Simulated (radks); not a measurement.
**Valence configurations of Tb²⁺**

An exercise on one series of results from a longer session: the logs are not shown, and one member is left open.

Method: Dirac Kohn-Sham, BLYP, spin-unpolarised, spherical densities, finite nucleus; open shells fill j = l - 1/2 first. Code: radks (a radial shooting solver on a logarithmic mesh, Libxc functionals) version 1.

## What is computed

```
element            : terbium (Z = 65)
charge             : +2
electrons          : 63
configuration      : [Xe] 4f9
nuclear rms radius : 5.06 fm
others tried       : 4f8 6s1; 4f8 5d1; 4f7 5d1 6s1; 4f8.5 6p0.5; 4f7 5d2; 4f6 5d3; 4f8 6p1
```

The first run:

Input:

```text
Z 65
configuration [Xe] 4f9
relativity Dirac
functional b88,lyp
spin unpolarised
j_filling energy
nucleus finite rms 5.06 fm
c 137.035999084
```

Among the steps run: [Xe] 4f9.

One of the session's tables, all rows but one given; the rest of the session is left out.

It belongs to the step «[Xe] 4f9». Sizes of the orbitals, from the radial functions (bohr):

| level | <r> | outermost maximum (interpolated) | 90 % within | nodes |
| --- | --- | --- | --- | --- |
| 4p3/2 | 0.5831 | 0.535 | 0.849 | 2 |
| 4d3/2 | ? | ? | ? | ? |
| 4d5/2 | 0.6288 | 0.551 | 0.946 | 1 |
| 5s1/2 | 1.326 | 1.18 | 1.92 | 4 |
| 5p1/2 | 1.495 | 1.29 | 2.20 | 3 |
| 5p3/2 | 1.597 | 1.37 | 2.35 | 3 |
| 4f5/2 | 0.8887 | 0.553 | 1.56 | 0 |
| 4f7/2 | 0.9068 | 0.558 | 1.60 | 0 |

Estimate the missing values for 4d3/2.

**Answer.** <r>: 0.6180; outermost maximum (interpolated): 0.542; 90 % within: 0.930; nodes: 1. In the column «<r>» it lies between 4p3/2 (0.5831) and 4d5/2 (0.6288).
